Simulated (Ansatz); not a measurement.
# Ge2As: the cost of one run

All numbers below are computed with Ansatz 0.2.0 (DFT PBE, scalar-relativistic, plane waves, PAW).

## (1) The starting structure

The cell holds 21 atoms (As7Ge14): a = 8.299 Å, b = 7.757 Å, c = 7.835 Å, α = 91.55°, β = 89.55°, γ = 88.32°.

It is the last frame of an earlier stage of the same melt, run at 1200 K.

Its coordinates follow in the input file.

## (2) Stage at 300 K

One k point, a Fermi-Dirac width of 0.050 eV and a fixed cell.

File input.yaml:

```yaml
crystal:
  lattice:
    - [8.298566, 0.11811, 0.032441]
    - [0.11811, 7.755249, -0.10543]
    - [0.032441, -0.10543, 7.834533]
  atoms:
    - { symbol: As, position: [0.5894527348, 0.253524569, 0.7435586555] }
    - { symbol: As, position: [0.6373284671, 0.2088522545, 0.1477012166] }
    - { symbol: As, position: [0.4804711988, 0.8714508076, 0.8749455223] }
    - { symbol: As, position: [0.7417421041, 0.5137893039, 0.414742088] }
    - { symbol: As, position: [0.5874736932, 0.6683288224, 0.1276428088] }
    - { symbol: As, position: [0.9015674418, 0.0036978076, 0.4279363994] }
    - { symbol: As, position: [0.1496434202, 0.1627485517, 0.0132415839] }
    - { symbol: Ge, position: [0.1853979813, 0.586340137, 0.7869366969] }
    - { symbol: Ge, position: [0.5766007737, 0.9922835611, 0.5184988127] }
    - { symbol: Ge, position: [0.3876629343, 0.4452057101, 0.0109043348] }
    - { symbol: Ge, position: [0.4444319408, 0.5950837096, 0.6586535902] }
    - { symbol: Ge, position: [0.4292979862, 0.958051153, 0.2612961175] }
    - { symbol: Ge, position: [0.8335937973, 0.900974809, 0.98834303] }
    - { symbol: Ge, position: [0.1214537239, 0.2775128644, 0.5194210953] }
    - { symbol: Ge, position: [0.16922807, 0.8543318898, 0.3799409268] }
    - { symbol: Ge, position: [0.8666008337, 0.4528692772, 0.0890370068] }
    - { symbol: Ge, position: [0.4743039613, 0.3173920813, 0.4109340116] }
    - { symbol: Ge, position: [0.2108258679, 0.5179690663, 0.2414289579] }
    - { symbol: Ge, position: [0.7729500531, 0.7862309694, 0.6195264232] }
    - { symbol: Ge, position: [0.904384154, 0.2338565102, 0.7125218289] }
    - { symbol: Ge, position: [0.2144296063, 0.9713535276, 0.7032301184] }
  symmetry: { detect: false }
basis:
  ecutwfc: 420
  xc_grid: 1
kpoints:
  mp_grid: { grid: [1, 1, 1], shift: [0.25, 0.25, 0.25] }
hamiltonian:
  xc: pbe
scf:
  occupations: { method: fermi_dirac, width: 0.05 }
  lower_state_search: "off"
  convergence: { dr2_threshold: 1.0e-05 }
output:
  forces: true
  stress: true
md:
  timestep: 3.0
  n_steps: 69
  ensemble: nvt_langevin
  friction: 0.03
  temperature: 300.0
  initial_velocities: maxwell_boltzmann
  seed: 33159
```

The run is started by

```
> ansatz run input.yaml --threads 2 --pin off --max-ram 5120MiB --backend cpu --events-out ev --progress --plain --runs-dir out
```

**Question.** How long does this run take on 2 threads of Intel Xeon Platinum 8259CL at 2.50GHz (Skylake/Cascade Lake), shared host, and how much memory does it need?

About 3.9 min, with a peak of 0.94 GiB.
